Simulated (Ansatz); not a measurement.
From input file to script: K2InSbCl6, space group Fm-3m in Ansatz 0.2.0.

```yaml
crystal:
  lattice:
    - [0.0, 5.60817, 5.60817]
    - [5.60817, 0.0, 5.60817]
    - [5.60817, 5.60817, 0.0]
  atoms:
    - { symbol: K, position: [0.75, 0.75, 0.75] }
    - { symbol: K, position: [0.25, 0.25, 0.25] }
    - { symbol: In, position: [0.5, 0.5, 0.5] }
    - { symbol: Sb, position: [0.0, 0.0, 0.0] }
    - { symbol: Cl, position: [0.76227, 0.23773, 0.23773] }
    - { symbol: Cl, position: [0.23773, 0.23773, 0.76227] }
    - { symbol: Cl, position: [0.23773, 0.76227, 0.76227] }
    - { symbol: Cl, position: [0.23773, 0.76227, 0.23773] }
    - { symbol: Cl, position: [0.76227, 0.23773, 0.76227] }
    - { symbol: Cl, position: [0.76227, 0.76227, 0.23773] }
kpoints:
  mp_grid: { grid: [3, 3, 3] }
hamiltonian:
  xc: pbesol
scf:
  occupations: { method: fixed }
basis:
  ecutwfc: 510
output:
  forces: true
  stress: true
```

On the command line:
```console
$ ansatz run input.yaml --threads 1 --pin off --max-ram 3072MiB --backend cpu --events-out ev --progress --plain --runs-dir out
Engine: ansatz 0.2.0, aarch64-unknown-linux-gnu
Pseudopotentials: kind: paw
Pseudopotential: K, paw, valence charge 9, recommended cutoff 420 eV (normal), K.paw.azcp
Pseudopotential: In, paw, valence charge 13, recommended cutoff 420 eV (normal), In.paw.azcp
Pseudopotential: Sb, paw, valence charge 15, recommended cutoff 420 eV (normal), Sb.paw.azcp
Pseudopotential: Cl, paw, valence charge 7, recommended cutoff 420 eV (normal), Cl.paw.azcp
Functional definition: PBEsol
  exchange = pbesol_x
  correlation = pbesol_c
Crystal: 10 atoms, lattice volume = 352.772 Å³
Basis set: ecut = 510 eV, 9257 PW (Γ), exchange–correlation on 120×120×120 points (8 copies of the dense FFT grid, shifted against one another)
Bands: 54, of which v1, the nominal top of the filled ones, is band 44 counted from 1 (43 counted from 0)
Symmetry: 48 space group operations
Space group: Fm-3m (ITA 225), of the structure as read, at distance tolerance 7.1e-5 Å
k-points: 4 of 27
Non-local potential: K, projectors of the file, l = 0: 3, l = 1: 2, l = 2: 2
Non-local potential: In, projectors of the file, l = 0: 2, l = 1: 2, l = 2: 2, l = 3: 2
Non-local potential: Sb, projectors of the file, l = 0: 2, l = 1: 2, l = 2: 2, l = 3: 2
Non-local potential: Cl, projectors of the file, l = 0: 2, l = 1: 2, l = 2: 2
PAW form: soft (Blöchl's): semilocal exchange-correlation on the pseudo side does not see the compensation charge
PAW frozen core: K, regenerated for the run's functional, and the local potential with it (the file was generated under x = pbe(κ = 0.804, μ = 0.2195149727645171), c = pbe(β = 0.06672455060314922))
PAW frozen core: In, regenerated for the run's functional, and the local potential with it (the file was generated under x = pbe(κ = 0.804, μ = 0.2195149727645171), c = pbe(β = 0.06672455060314922))
PAW frozen core: Sb, regenerated for the run's functional, and the local potential with it (the file was generated under x = pbe(κ = 0.804, μ = 0.2195149727645171), c = pbe(β = 0.06672455060314922))
PAW frozen core: Cl, regenerated for the run's functional, and the local potential with it (the file was generated under x = pbe(κ = 0.804, μ = 0.2195149727645171), c = pbe(β = 0.06672455060314922))
PAW one-centre angular grid: K, 110 points (default); XC on 64 Gauss nodes
PAW one-centre angular grid: In, 590 points (default); XC on 64 Gauss nodes
PAW one-centre angular grid: Sb, 590 points (default); XC on 64 Gauss nodes
PAW one-centre angular grid: Cl, 110 points (default); XC on 64 Gauss nodes
Initial density: superposition of atomic densities (neutral atoms: chi_scale 0, normalization atom), corrected by the library's trained network
Initial wavefunctions: pseudopotential atomic-orbital guess
Functional: x = pbesol(κ = 0.804, μ = 0.12345679012345678), c = pbesol(β = 0.046)
SCF iter   1: F=—  HF=-21342.734185 eV  |F-HF|=—  |Δ(HF+E_count)|=         —  Δρ=2.83e-3  dr2=3.71e-2  ethr=1.77e-3  ⟨swp⟩=4.8  Hψ=807  notcnv=0  defer=31
preconditioner: auto → Resta (q_TF=auto, 2.165 Å⁻¹)  ε∞=2.9  [insulator: Δε(μ)=0.596 eV  Ē_g=12.398 eV  n_scr=58 (ndim 8)  ℏωp=17.0 eV  f_vac=0.185  ε∞_Penn≈2.9]
SCF iter   2: F=—  HF=-21342.723438 eV  |F-HF|=—  |Δ(HF+E_count)|=   1.07e-2  Δρ=9.86e-4  dr2=4.18e-3  ethr=4.22e-5  ⟨swp⟩=2.5  Hψ=366  notcnv=0  defer=31
SCF iter   3: F=—  HF=-21342.723113 eV  |F-HF|=—  |Δ(HF+E_count)|=   3.25e-4  Δρ=2.91e-4  dr2=3.26e-4  ethr=4.75e-6  ⟨swp⟩=2.0  Hψ=341  notcnv=0  defer=23
automatic band count: iteration 3 solves 52 bands in place of 54: the levels show a gap, and the empty bands left out lie too high to hold charge; the band table lists the bands solved (type scf.n_extra_bands for more)
SCF iter   4: F=—  HF=-21342.723580 eV  |F-HF|=—  |Δ(HF+E_count)|=   4.67e-4  Δρ=4.59e-5  dr2=1.73e-5  ethr=3.70e-7  ⟨swp⟩=3.0  Hψ=411  notcnv=0  defer=23
SCF iter   5: F=—  HF=-21342.723593 eV  |F-HF|=—  |Δ(HF+E_count)|=   1.35e-5  Δρ=1.78e-5  dr2=2.21e-6  ethr=1.96e-8  ⟨swp⟩=2.0  Hψ=363  notcnv=0  defer=24
SCF iter   6: F=-21342.723595 eV  HF=-21342.723595 eV  |F-HF|=1.13e-7  |Δ(HF+E_count)|=   1.54e-6  Δρ=5.68e-6  dr2=2.54e-7  ethr=4.01e-10  ⟨swp⟩=5.0  Hψ=814  notcnv=0
SCF 1 converged in 6 iterations: F = -21342.723595 eV  dr2 = 2.54e-7
  greatest PAW one-centre occupation: 0.997 electrons in one spin orbital (limit 2), on the Sb atom at site 3 (counted from 0), in its partial waves of l = 2
SCF converged after 6 iterations
Free energy (F): -21342.723595 eV
Harris-Foulkes:  -21342.723595 eV  (|F-HF|=1.13e-7)
Internal energy: -21342.723595 eV  (E = F + TS)
E sigma→0 (E₀):  -21342.723595 eV
Fermi energy:    3.761058 eV
--- Per-component energies (eV) ---
  E_band       = -789.151750
  E_kinetic    = 1911.929697
  E_local      = -6971.916124  (includes V_loc(G=0)·N_el)
  E_nonlocal   = 929.809696
  E_hartree    = 2706.607014
  E_xc         = -1251.890643
  E_vxc        = -1248.500982  (∫ρ·V_xc dr)
  E_paw        = -13948.522932  (= ΣΔE_a)
  E_vpaw       = -823.691104  (= ΣTr[D̂ρ^β])
  E_aug_tail   = 0.000189  (compensation charges beyond the density's cutoff)
  E_ewald      = -4719.994614
  E_core_change = 1.254122  (= ΣΔE_core)
  E_smearing   = -0.000000  (= −TS)
  E_closure    = 0.000000  (closes the sum)
  Σ components = -21342.723595   (vs F -21342.723595, Δ=0.00e0)
--- Forces (eV/Å), atoms counted from 1 ---
  atom   1  K      0.00000000    -0.00000000     0.00000000
  atom   2  K      0.00000000     0.00000000    -0.00000000
  atom   3  In     0.00000000    -0.00000000    -0.00000000
  atom   4  Sb    -0.00000000     0.00000000     0.00000000
  atom   5  Cl    -0.05731704     0.00000000     0.00000000
  atom   6  Cl    -0.00000000    -0.00000000    -0.05731704
  atom   7  Cl     0.05731704    -0.00000000     0.00000000
  atom   8  Cl    -0.00000000    -0.05731704    -0.00000000
  atom   9  Cl     0.00000000     0.05731704    -0.00000000
  atom  10  Cl     0.00000000     0.00000000     0.05731704
  max |Σ_I F_I| component: 2.08e-17 eV/Å
--- Stress (GPa, compression-positive) ---
       -1.046363       0.000000       0.000000
        0.000000      -1.046363      -0.000000
       -0.000000       0.000000      -1.046363
  P = ⅓ Tr σ = -1.0464 GPa (-10.464 kbar)
```

`deck_k2insbcl6.py`:
```python
"""Single point of K2InSbCl6 through the engine session."""

import logging
import sys
import warnings

import ansatz
import numpy as np

logging.basicConfig(stream=sys.stdout, format="[%(levelname)s] %(message)s")
log = logging.getLogger("calc")
log.setLevel(logging.INFO)


def main() -> None:
    warnings.simplefilter("ignore", ansatz.DeckWarning)

    deck = {
        "crystal": {
            "lattice": [[0.0, 5.60817, 5.60817], [5.60817, 0.0, 5.60817], [5.60817, 5.60817, 0.0]],
            "atoms": [
                {"symbol": "K", "position": [0.75, 0.75, 0.75]},
                {"symbol": "K", "position": [0.25, 0.25, 0.25]},
                {"symbol": "In", "position": [0.5, 0.5, 0.5]},
                {"symbol": "Sb", "position": [0.0, 0.0, 0.0]},
                {"symbol": "Cl", "position": [0.76227, 0.23773, 0.23773]},
                {"symbol": "Cl", "position": [0.23773, 0.23773, 0.76227]},
                {"symbol": "Cl", "position": [0.23773, 0.76227, 0.76227]},
                {"symbol": "Cl", "position": [0.23773, 0.76227, 0.23773]},
                {"symbol": "Cl", "position": [0.76227, 0.23773, 0.76227]},
                {"symbol": "Cl", "position": [0.76227, 0.76227, 0.23773]},
            ],
        },
        "kpoints": {"mp_grid": {"grid": [3, 3, 3]}},
        "hamiltonian": {"xc": "pbesol"},
        "scf": {"occupations": {"method": "fixed"}},
        "basis": {"ecutwfc": 510},
        "output": {"forces": True, "stress": True},
    }

    out = ansatz.Session.from_dict(deck).plan(threads=1).execute()
    r = out.report

    n_atoms = len(r["lattice"]["sites"])
    print("F =", round(r["free_energy_ev"], 4), "eV for", n_atoms, "atoms")
    print("E(sigma -> 0) =", round(r["energy_sigma0_ev"], 4), "eV, TS =", round(r["entropy_ts_ev"], 5), "eV")
    print("closed by", r["closed_by"], "after", r["n_iterations"], "iterations")

    # forces in eV per angstrom
    log.info("forces (eV/A)")
    for site, force in zip(out.lattice.sites, r["forces_ev_ang"]):
        log.info(f"  {site.symbol:2s} {force[0]:9.4f} {force[1]:9.4f} {force[2]:9.4f}")

    # pressure is a third of the trace
    stress = np.array(r["stress_gpa"])
    log.info(f"pressure {np.trace(stress) / 3:.3f} GPa")
    log.info("stress tensor, GPa, positive in compression")
    print(np.round(stress, 3) + 0.0)


if __name__ == "__main__":
    main()
```

Running `python deck_k2insbcl6.py` prints:
```text
F = -21342.7236 eV for 10 atoms
E(sigma -> 0) = -21342.7236 eV, TS = 0.0 eV
closed by deck_thresholds after 7 iterations
[INFO] forces (eV/A)
[INFO]   K     0.0000   -0.0000   -0.0000
[INFO]   K     0.0000   -0.0000    0.0000
[INFO]   In    0.0000   -0.0000   -0.0000
[INFO]   Sb    0.0000    0.0000    0.0000
[INFO]   Cl   -0.0573    0.0000   -0.0000
[INFO]   Cl    0.0000    0.0000   -0.0573
[INFO]   Cl    0.0573   -0.0000   -0.0000
[INFO]   Cl    0.0000   -0.0573   -0.0000
[INFO]   Cl    0.0000    0.0573    0.0000
[INFO]   Cl    0.0000   -0.0000    0.0573
[INFO] pressure -1.047 GPa
[INFO] stress tensor, GPa, positive in compression
[[-1.047  0.     0.   ]
 [ 0.    -1.047  0.   ]
 [ 0.     0.    -1.047]]
```

Reading the output:
- Total energies depend on the potentials; only differences at equal settings carry meaning. A total without «per atom» is that of the cell as typed.
- This cell is a computed structure, which may not be the phase found in nature.
- Wall time of the script: 7.6 s on 1 thread of Arm Neoverse V1 (shared host), peak memory 0.72 GiB.

(Lines on the test bed's own set-up are left out of the output.)
